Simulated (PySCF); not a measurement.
**The bond of RbSr−, level by level**

An exercise on one series of results from a longer session: the logs are not shown, and one member is left open.

The runs use PySCF 2.14.0; Rb def2-SVPD with ECP28, Sr def2-SVPD with ECP28, scalar-relativistic core potentials.

4 further runs of the same task are left out: 4 set aside as unsound or not needed.

The first run:

Settings of the job:

```yaml
atoms: Rb, Sr
charge: -1
basis: Rb def2-SVPD with ECP28, Sr def2-SVPD with ECP28
Hamiltonian: scalar-relativistic core potentials
basis_functions: 53
electrons_treated: 20
masses_in_u: 84.9118, 87.9056
levels: PBE0, PBE, r²SCAN, r²SCAN0, PW91, r²SCANh, MP2, SCS-MP2, CCSD, CCSD(T)
grid: 80 radial by 434 angular points
occupations: held fixed by the projection of orbital angular momentum
dissociation_limit: Rb− + Sr, each in its ground configuration
starting_distance_in_angstrom: 3.870
values_of_2S_to_try: 0, 2
```

Command:

```
OMP_NUM_THREADS=1 python dia.py task.json out
```

Steps of the session up to this table: Set-up; PBE0 along the bond; PBE; r²SCAN (meta-GGA); r²SCAN0 (hybrid meta-GGA); PW91; r²SCANh (hybrid meta-GGA); Correlated methods on the Hartree–Fock reference.

One table of the session follows, with a row left open; its other results are not shown here.

It belongs to the step «The curves together». Energy (eV) from each level's lowest point:

| R (Å) | RHF-MP2 | RHF-SCS-MP2 | RHF-CCSD | RHF-CCSD(T) | PBE |
| --- | --- | --- | --- | --- | --- |
| 4.271 | 0.097 | 0.114 | n/a | n/a | 0.071 |
| 4.469 | 0.049 | 0.062 | 0.059 | 0.050 | 0.029 |
| 4.668 | 0.020 | 0.028 | 0.026 | 0.020 | 0.008 |
| 4.817 | 0.007 | 0.012 | 0.011 | 0.007 | 0.001 |
| 4.966 | 0.001 | 0.004 | 0.003 | 0.001 | 0.000 |
| 5.115 | 0.000 | 0.000 | 0.000 | 0.000 | 0.004 |
| 5.314 | ? | ? | ? | ? | ? |
| 5.562 | 0.016 | 0.009 | 0.012 | 0.019 | 0.031 |
| 5.860 | 0.036 | 0.025 | 0.030 | 0.040 | 0.056 |
| 6.257 | 0.066 | 0.051 | n/a | n/a | 0.091 |

Q: Estimate the row for R (Å) = 5.314 from the others.

Worked estimate for «RHF-MP2». A straight line through the neighbours (5.115, 0.000) and (5.562, 0.016) gives 0.000 + (0.016 − 0.000) × (5.314 − 5.115) / (5.562 − 5.115) = 0.007; a parabola fitted to 4 rows on both sides gives 0.005.

As computed: RHF-MP2: 0.004; RHF-SCS-MP2: 0.001; RHF-CCSD: 0.003; RHF-CCSD(T): 0.005; PBE: 0.014. In «RHF-MP2» the line misses by +0.003 and the parabola by +0.001.
